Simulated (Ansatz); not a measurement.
# C2H5ClSi2: vertical spin-state energies from a Python script

Which spin state of C2H5ClSi2 lies lowest at this geometry? Wanted for C2H5ClSi2: vertical spin-state energies. SMILES: C#C[SiH]([SiH3])Cl.

Computed with Ansatz 0.2.0, driven from Python. Level of theory: r2SCAN0/cc-pVDZ.

### 1 The system

Bond lengths: C1–C2 1.158 Å, C2–Si3 1.860 Å, Si3–Si4 2.316 Å, Si3–Cl5 2.043 Å, C1–H6 1.119 Å, Si3–H7 1.540 Å, Si4–H8 1.467 Å, Si4–H9 1.549 Å, Si4–H10 1.486 Å. Angles: C1–C2–Si3 178.5°, C2–C1–H6 174.0°, C2–Si3–Si4 111.7°, C2–Si3–Cl5 110.2°, C2–Si3–H7 109.7°, Si4–Si3–Cl5 111.8°, Si4–Si3–H7 106.7°, Cl5–Si3–H7 106.6°, Si3–Si4–H8 112.2°, Si3–Si4–H9 108.0°, Si3–Si4–H10 112.4°, H8–Si4–H9 109.3°, H8–Si4–H10 110.6°, H9–Si4–H10 103.9°.

The script reads c2h5clsi2.xyz:

```xyz
10

C    -1.51310    1.89250    1.27580
C    -0.82110    1.37610    0.50350
Si    0.30660    0.51880   -0.70260
Si    0.76870   -1.65320   -0.04630
Cl   -0.48810    0.59020   -2.58290
H    -2.22510    2.45290    1.93170
H     1.65620    1.25810   -0.76790
H     1.64860   -2.34450   -0.99490
H    -0.57410   -2.41860    0.05590
H     1.32440   -1.72360    1.33060
```

### 2 The script

spin_c2h5clsi2.py

```python
"""Gap between spin states of C2H5ClSi2 at one geometry."""

import ansatz

mol = ansatz.Crystal.molecule_from_extxyz("c2h5clsi2.xyz")

job = (
    mol.calculation()
    .basis(gaussian="cc-pVDZ")
    .functional("R2SCAN0")
)
found = {}
for unpaired in [0, 2, 4]:
    data = job.spin("collinear", total=unpaired).run(threads=1).report
    s = unpaired / 2
    found[unpaired] = data["free_energy_ev"]
    print(f"2S+1 = {unpaired + 1}: E = {found[unpaired]:.5f} eV, <S^2> = {abs(data['mean_field']['state']['spin_squared']):.3f} (pure state {s * (s + 1):.2f})")
lowest = min(found, key=found.get)
for unpaired, e in found.items():
    print(f"multiplicity {unpaired + 1}: {96.485332 * (e - found[lowest]):.1f} kJ/mol above the lowest")
```

### 3 What the engine is handed

The package turns the script's settings into the engine's input (first run):

```yaml
crystal:
  periodic: [false, false, false]
  atoms:
    - { symbol: C, position_ang: [-1.5131, 1.8925, 1.2758] }
    - { symbol: C, position_ang: [-0.8211, 1.3761, 0.5035] }
    - { symbol: Si, position_ang: [0.3066, 0.5188, -0.7026] }
    - { symbol: Si, position_ang: [0.7687, -1.6532, -0.0463] }
    - { symbol: Cl, position_ang: [-0.4881, 0.5902, -2.5829] }
    - { symbol: H, position_ang: [-2.2251, 2.4529, 1.9317] }
    - { symbol: H, position_ang: [1.6562, 1.2581, -0.7679] }
    - { symbol: H, position_ang: [1.6486, -2.3445, -0.9949] }
    - { symbol: H, position_ang: [-0.5741, -2.4186, 0.0559] }
    - { symbol: H, position_ang: [1.3244, -1.7236, 1.3306] }
basis:
  gaussian:
    orbitals: cc-pVDZ
hamiltonian:
  xc: r2scan0
magnetization:
  spin_polarized: true
  initial_magnetization: 0.0
```

### 4 The run

The run is started by

```sh
> python spin_c2h5clsi2.py
```

**Question.** Which spin state is lowest at this geometry, and how far above lie the others?

The runs gave:

```
        quantity             value
   runs compared                 3
          lowest  run 1 (2S+1 = 1)
next above it by          5.335 eV
```

What this shows: In order: multiplicity 1 (+0.00 eV), multiplicity 3 (+5.34 eV) and multiplicity 5 (+10.82 eV), all at the one geometry. The geometry is a force-field or estimated start, not a minimum of this method, and the basis set is short of its limit. All parts are taken at fixed geometry, without zero-point energy.
